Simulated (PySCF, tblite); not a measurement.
# C₆H₁₀GeOS: geometry, infrared bands and NMR shifts

Wanted: the infrared bands and NMR shifts of C₆H₁₀GeOS (`CO[C@@H]([GeH3])c1cccs1`), by calculation.

Programs: tblite 0.8.0 and PySCF 2.14.0, with density-fitted response routines of our own. Each step states its level of theory. These are calculated values for one molecule in the gas phase, unless marked as measured. Atoms are numbered from 0 throughout.

### 1 The molecule as given

19 atoms, charge 0, multiplicity 1; geometry from: force field or distance geometry start.

Bonds of the start (Å): C0–O1 1.39, O1–C2 1.40, C2–Ge3 1.95, C2–C4 1.47, C4–C5 1.36, C5–C6 1.35, C6–C7 1.37, C7–S8 1.78, S8–C4 1.80, C0–H9 1.11, C0–H10 1.11, C0–H11 1.12, C2–H12 1.09, Ge3–H13 1.55, Ge3–H14 1.56, Ge3–H15 1.54, C5–H16 1.11, C6–H17 1.12, C7–H18 1.07.

### 2 Geometry optimisation with GFN2-xTB

Job settings and geometry (Å):

```
{"job": {"kind": "relax", "xc": "GFN2-xTB", "basis": "xTB"}, "charge": 0, "multiplicity": 1}
C     -2.198200    -1.448000    -0.063500
O     -1.449000    -0.647400     0.786900
C     -0.785800     0.270300    -0.044100
Ge    -1.329600     2.070500     0.455900
C      0.670400     0.097600     0.111900
C      1.423800    -1.032700     0.138000
C      2.754800    -0.883900     0.286800
C      3.248800     0.388800     0.399600
S      1.830700     1.457500     0.286400
H     -2.732300    -2.182100     0.570800
H     -1.531300    -1.963400    -0.781400
H     -2.891200    -0.804100    -0.654500
H     -1.070700     0.111900    -1.082900
H     -2.581100     2.400400    -0.396100
H     -1.777900     2.157400     1.951400
H     -0.265600     3.138800     0.150800
H      0.947300    -2.028800     0.050700
H      3.448500    -1.761700     0.330700
H      4.278600     0.668100     0.525400
```

On the command line:

```console
OMP_NUM_THREADS=1 python probes_run.py task.json out
```

One launch serves the whole session: the jobs run in the order shown.

**Question.** This job is followed by: GFN2-xTB harmonic vibrations, gas phase; GIAO PBE0/pcSseg-1 NMR shielding, non-relativistic, gas phase. Predict these results of the whole session: strongest single infrared mode (GFN2-xTB); zero-point energy (GFN2-xTB); 13C shifts against TMS (PBE0/pcSseg-1); 1H shifts against TMS (PBE0/pcSseg-1, means over atoms taken as alike); 17O shifts against H2O (PBE0/pcSseg-1); 73Ge shifts against GeMe4 (PBE0/pcSseg-1); 33S shifts against CS2 (PBE0/pcSseg-1).

The runs gave:

| quantity | value |
| --- | --- |
| strongest single infrared mode (GFN2-xTB) | 2079 cm⁻¹, 445 km/mol |
| zero-point energy (GFN2-xTB) | 84.9 kcal/mol |
| 13C shifts against TMS (PBE0/pcSseg-1) | 154.6, 132.3, 131.0, 127.8, 75.5, 58.7 ppm |
| 1H shifts against TMS (PBE0/pcSseg-1, means over atoms taken as alike) | 7.27, 7.22, 7.02, 4.56, 3.67, 3.45 ppm |
| 17O shifts against H2O (PBE0/pcSseg-1) | 38.9 ppm |
| 73Ge shifts against GeMe4 (PBE0/pcSseg-1) | -198 ppm |
| 33S shifts against CS2 (PBE0/pcSseg-1) | 225 ppm |

Over 180 steps the energy fell by 0.909 eV; of the close pairs, Ge3–H14 changed most, 1.564 to 1.489 Å. All 51 modes are real, so the xTB geometry is a minimum. The strongest single mode, at 2079 cm⁻¹, moves mainly H13 and H15. GFN2-xTB is a fitted tight-binding method: band positions and strengths are rough. Its intensities can rank the bands wrongly. At PBE0/pcSseg-1: Shielding is most anisotropic at S8 (span 258 ppm, paramagnetic term -780 ppm). NICS(1)zz of -25 ppm above the planar ring from C4 marks a diatropic (aromatic) ring current. Spin-orbit coupling is left out, which matters for shieldings and couplings at and beside the heavy atoms.
